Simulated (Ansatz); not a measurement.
Working through a comparison of norm-conserving and PAW potentials of Li, space group Im-3m

Program: Ansatz's Python interface.

Run as a notebook:

In [1]:
```python
import ansatz as az
import numpy as np
```

In [2]:
```python
def count_gap(report):
    # lowest empty less highest filled band, counting bands; zero where they overlap
    return max(report.get("gap_by_band_count_ev") or 0.0, 0.0)
```

In [3]:
```python
vectors = np.array([
    [-1.75465, 1.75465, 1.75465],
    [1.75465, -1.75465, 1.75465],
    [1.75465, 1.75465, -1.75465],
])
system = az.Lattice.of(vectors).atom("Li", [0.0, 0.0, 0.0])
```

In [4]:
```python
model = (
    system.calculation()
    .kpoints(11)
    .occupations("fermi_dirac", width=0.15)
    .functional("PBE")
    .stress()
    .forces()
    .band_table()
)
variants = {
    "PAW": model.pseudopotentials("paw"),
    "norm-conserving": model.pseudopotentials("nc"),
}
rows = []
for label, variant in variants.items():
    rep = variant.run(threads=1).report
    levels = np.array(rep["eigenvalues_ev"][0]) - rep["fermi_energy_ev"]
    print(label, "levels at the first k-point near E_F:", np.round(levels[np.abs(levels) < 5], 3))
    rows.append((label, rep["n_electrons"], np.trace(rep["stress_gpa"]) / 3, count_gap(rep)))
print("     treatment  electrons in bands           P GPa  gap by band count eV")
for row in rows:
    print(f"{str(row[0]):>14s}  {row[1]:18.1f}  {row[2]:14.3f}  {row[3]:20.3f}")
```
```text
DeckWarning: basis.ecutwfc = 420 eV, auto-derived from the records' recommended cutoffs: set by Li (normal level)
PAW levels at the first k-point near E_F: [-3.495]
DeckWarning: basis.ecutwfc = 1034.032677 eV, auto-derived from the records' recommended cutoffs: set by Li (normal level)
norm-conserving levels at the first k-point near E_F: [-3.493]
     treatment  electrons in bands           P GPa  gap by band count eV
           PAW                 3.0          -0.786                 0.000
norm-conserving                 3.0          -0.778                 0.000
```

PAW gives -0.786 GPa and norm-conserving -0.778 GPa, 0.008 GPa apart. They took 0.6 and 1.6 s of processor time.

Notes:
- For a metal this k-point mesh is coarse: on a finer one energies can move by several to tens of meV an atom and pressures by half a GPa or more, differences at one mesh by less.
- A Fermi-Dirac width this large means warm electrons, whose thermal share enters the free energy.
- A gap by band count of zero or less means overlapping bands, a metal, and at an odd count of electrons it is no gap at all.
- Levels are Kohn-Sham eigenvalues on this mesh.
- Warnings are shown shortened and without file and line.
- Stress is positive in compression.
- Finished in 2.7 s on 1 thread of Arm Neoverse V1 (shared host), peak memory 0.34 GiB.
